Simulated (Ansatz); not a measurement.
**FH3S3Si: a ladder of functionals and wavefunction methods**

Aim: compute FH3S3Si with functionals from several rungs and with coupled cluster, and see how far each lands from CCSD(T) at the basis-set limit for the atomisation energy.

Method: functionals in def2-TZVPP, the program's frozen cores in correlated methods; program: Ansatz 0.2.0, Gaussian basis.

Levels to be run: LDA (SPW92), PBE-D4, revPBE-D4, BLYP-D4, r2SCAN-D4, B97M-V, PBE0-D4, B3LYP-D4, r2SCANh-D4, r2SCAN0-D4, HSE06-D4, BHLYP-D4, CAM-B3LYP-D4, LC-ωPBE, ωB97X-V, ωB97M-V, B2PLYP, PBE-QIDH; CCSD(T)/def2-SVP; CCSD(T)/def2-TZVPP; MP2/def2-QZVPP; extrapolation to the limit; RPA on PBE.

## (1) Structure used throughout

The geometry comes from an earlier relaxation with PBE0-D4 in a triple-zeta def2 set; it is a stationary point, not always the lowest conformer.

SMILES `F[Si](S)(S)S`, 8 atoms, charge 0, spin multiplicity 1.

Atoms are counted from 1 here; the program's logs count them from 0.

Bond lengths: F1–Si2 1.595 Å, Si2–S3 2.112 Å, Si2–S4 2.112 Å, Si2–S5 2.112 Å, S3–H6 1.346 Å, S4–H7 1.346 Å, S5–H8 1.346 Å. Angles: F1–Si2–S3 109.4°, F1–Si2–S4 109.5°, F1–Si2–S5 109.4°, S3–Si2–S4 109.5°, S3–Si2–S5 109.5°, S4–Si2–S5 109.5°, Si2–S3–H6 93.6°, Si2–S4–H7 93.6°, Si2–S5–H8 93.6°.

As a file:

| atom | x (Å) | y (Å) | z (Å) |
| --- | --- | --- | --- |
| F1 | -1.0107 | 0.5373 | 1.1480 |
| Si2 | -0.0141 | 0.0060 | 0.0219 |
| S3 | 1.9634 | 0.5599 | 0.5160 |
| S4 | -0.5397 | 0.8542 | -1.8396 |
| S5 | -0.1487 | -2.0985 | -0.0995 |
| H6 | 1.8803 | 0.0628 | 1.7642 |
| H7 | -0.5478 | 2.1118 | -1.3590 |
| H8 | -1.4905 | -2.0907 | -0.2077 |

## (2) LDA

This LDA is Slater exchange with PW92 correlation.

Input file in.yaml:

```yaml
crystal:
  periodic: [false, false, false]
  atoms:
    - {symbol: F, position_ang: [-1.010693, 0.537273, 1.148004]}
    - {symbol: Si, position_ang: [-0.014095, 0.006004, 0.021897]}
    - {symbol: S, position_ang: [1.963443, 0.559943, 0.515952]}
    - {symbol: S, position_ang: [-0.539733, 0.854230, -1.839595]}
    - {symbol: S, position_ang: [-0.148661, -2.098503, -0.099466]}
    - {symbol: H, position_ang: [1.880256, 0.062762, 1.764177]}
    - {symbol: H, position_ang: [-0.547835, 2.111770, -1.358985]}
    - {symbol: H, position_ang: [-1.490483, -2.090679, -0.207685]}
basis:
  gaussian: {orbitals: def2-TZVPP}
hamiltonian: {xc: lda}
output: {orbitals: {seedname: orbitals}}
```

The run is started by

```
$ ansatz run in.yaml --threads 4 --pin off --events-out ev --progress --plain --max-ram 10444MiB
```

After this run come: PBE-D4 (GGA); revPBE-D4 (GGA); BLYP-D4 (GGA); r2SCAN-D4 (meta-GGA); B97M-V (meta-GGA); B3LYP-D4 (hybrid); r2SCANh-D4 (hybrid); r2SCAN0-D4 (hybrid); HSE06-D4 (hybrid); BHLYP-D4 (hybrid); CAM-B3LYP-D4 (range-separated); LC-ωPBE (range-separated); ωB97X-V (range-separated); ωB97M-V (range-separated); B2PLYP (double hybrid); PBE-QIDH (double hybrid); CCSD(T) in def2-SVP; CCSD(T) in def2-TZVPP; MP2 in def2-QZVPP; RPA on PBE orbitals.

**Question.** What will the summary of the whole plan be? Wanted: atomisation energy, CCSD(T)/CBS; farthest beyond LDA; mean size of error, GGA; mean size of error, meta-GGA; mean size of error, hybrid; mean size of error, range-separated; mean size of error, double hybrid; gap, smallest and largest; T1 diagnostic.

The runs gave:

| quantity | value |
| --- | --- |
| atomisation energy, CCSD(T)/CBS | 637.6 kcal/mol |
| functionals within 3.2 kcal/mol (0.5 %) | r2SCAN-D4, r2SCANh-D4 |
| farthest beyond LDA | BHLYP-D4 (-27.5 kcal/mol) |
| mean size of error, GGA | 8.5 kcal/mol |
| mean size of error, meta-GGA | 5.7 kcal/mol |
| mean size of error, hybrid | 9.8 kcal/mol |
| mean size of error, range-separated | 7.8 kcal/mol |
| mean size of error, double hybrid | 12.8 kcal/mol |
| gap, smallest and largest | 5.68 eV (BLYP-D4), 13.03 eV (LC-ωPBE) |
| T1 diagnostic | 0.0120 |
| triples share of the correlation energy | 4.1 % |

**Reading.** The LDA atomisation energy is off by 96.6 kcal/mol (15 %): it overbinds. PBE-D4 is off by +7.6 kcal/mol. Double hybrids carry the basis error of their MP2 part in triple zeta, and no dispersion term here, so their miss is partly the set-up's. Taken by rung, meta-GGA functionals do best (5.7 kcal/mol on average) and double hybrid ones worst beyond LDA (12.8 kcal/mol). Misses under about 3.2 kcal/mol are within the doubt on the reference itself, which lacks core-valence correlation, relativity and higher excitations. Hartree-Fock recovers 70 % of the binding; the rest is correlation. CCSD(T) in def2-SVP is off by -68.6 kcal/mol, more than most functionals: a good method in a small basis is no reference. The gap grows from 5.7 to 13.0 eV across the functionals, mostly with the share of exact exchange.
